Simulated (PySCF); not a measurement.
**LuCl3(NH3): other functionals and bases at one geometry**

The task here is to estimate one member of a computed series from the others.

Method: several levels, as the steps say, no spin–orbit coupling; program: PySCF 2.14.0.

5 further runs of the same task are left out: 2 for a known fault of the program, 2 that didn't finish, 1 set aside as unsound or not needed.

**The system as given**

8 atoms, charge 0, spin multiplicity 1.

Bond lengths: Lu1–Cl2 2.444 Å, Lu1–Cl3 2.444 Å, Lu1–Cl4 2.444 Å, Lu1–N5 2.382 Å, N5–H6 1.024 Å, N5–H7 1.024 Å, N5–H8 1.024 Å. Angles: Cl2–Lu1–Cl3 119.2°, Cl2–Lu1–Cl4 119.2°, Cl2–Lu1–N5 95.3°, Cl3–Lu1–Cl4 119.2°, Cl3–Lu1–N5 95.3°, Cl4–Lu1–N5 95.3°, Lu1–N5–H6 112.3°, Lu1–N5–H7 112.3°, Lu1–N5–H8 112.3°, H6–N5–H7 106.5°, H6–N5–H8 106.5°, H7–N5–H8 106.5°.

Coordinates:

```xyz
8
charge 0, multiplicity 1
Lu    0.0252   -0.0252    0.0252
Cl    1.1482    1.8329    1.1482
Cl   -1.8329   -1.1482    1.1482
Cl    1.1482   -1.1482   -1.8329
N    -1.3499    1.3499   -1.3499
H    -1.9613    1.9613   -0.8007
H    -0.8007    1.9613   -1.9613
H    -1.9613    0.8007   -1.9613
```

Formal oxidation states: Lu +3. Each metal's 14 4f electrons lie in its core potential, so multiplicities, spins and levels count the valence alone. An earlier session relaxed this geometry at r2SCAN, Lu lcecp-1-SVP with ECP60, Cl def2-SVP, N def2-SVP, H def2-SVP (singlet, point group C3v).

At r2SCAN on the finer grid: E = -1476.908100 Eh, HOMO -7.46 eV, LUMO -1.24 eV, Mulliken charge on Lu1 +0.76 e, largest force component 0.009 eV/Å. 

Levels to run: wB97X; PBE0; B3LYP; BLYP; r2SCAN, TZVP. Hardware: 2 threads of Arm Neoverse V2, shared host.

The first run:

run.py (the lines that set the calculation) reads:

```python
mol = gto.M(atom='''
Lu     0.02518    -0.02518     0.02518
Cl     1.14823     1.83285     1.14823
Cl    -1.83285    -1.14823     1.14823
Cl     1.14823    -1.14823    -1.83285
N     -1.34994     1.34994    -1.34994
H     -1.96128     1.96128    -0.80067
H     -0.80067     1.96128    -1.96128
H     -1.96128     0.80067    -1.96128''',
    basis={'Lu': 'lcecp-1-SVP', 'Cl': 'def2-SVP', 'N': 'def2-SVP', 'H': 'def2-SVP'},
    ecp={'Lu': 'lcecp-1-SVP'},
    charge=0, spin=0)
mf = dft.RKS(mol, xc='WB97X')
mf.grids.atom_grid = (75, 302)  # f atoms: unpruned, at least (60, 302)
mf = mf.density_fit()  # fitting sets: Lu AutoAux, Cl def2-universal-JKFIT, N def2-universal-JKFIT, H def2-universal-JKFIT
mf.conv_tol = 1e-08; mf.max_cycle = 55
mf.kernel(dm0)  # dm0: the density of the relaxed state
```

The run is started by

```bash
OMP_NUM_THREADS=2 python run.py
```

Among the steps run: wB97X; PBE0; B3LYP; BLYP; r2SCAN, TZVP.

One table of the session follows, with a row left open; its other results are not shown here.

| level | HOMO (eV) | gap (eV) | charge on Lu1 (e) | dipole (D) | largest force component (eV/Å) |
| --- | --- | --- | --- | --- | --- |
| r2SCAN (relaxed here) | -7.46 | 6.23 | 0.76 | 5.48 | 0.01 |
| wB97X | ? | ? | ? | ? | ? |
| PBE0 | -8.45 | 7.44 | 0.75 | 5.48 | 0.07 |
| B3LYP | -8.08 | 6.80 | 0.65 | 5.44 | 0.08 |
| BLYP | -6.78 | 5.11 | 0.50 | 5.39 | 0.21 |
| r2SCAN, TZVP | -7.56 | 6.18 | 1.30 | 5.40 | 0.22 |

**Question.** Estimate the row for wB97X.

As computed: HOMO (eV): -10.83; gap (eV): 11.56; charge on Lu1 (e): 0.74; dipole (D): 5.50; largest force component (eV/Å): 0.09. In the column «HOMO (eV)» it is the lowest.

In one basis the HOMO–LUMO gap runs from 5.11 eV (BLYP) to 11.56 eV (wB97X). The largest leftover force, 0.22 eV/Å with r2SCAN, TZVP, stands at a geometry relaxed at another level. With 4f in the core, its levels are missing from HOMO and gap, and its count is fixed, so no charge can pass from the ligands into it. Total energies of different levels can't be compared.
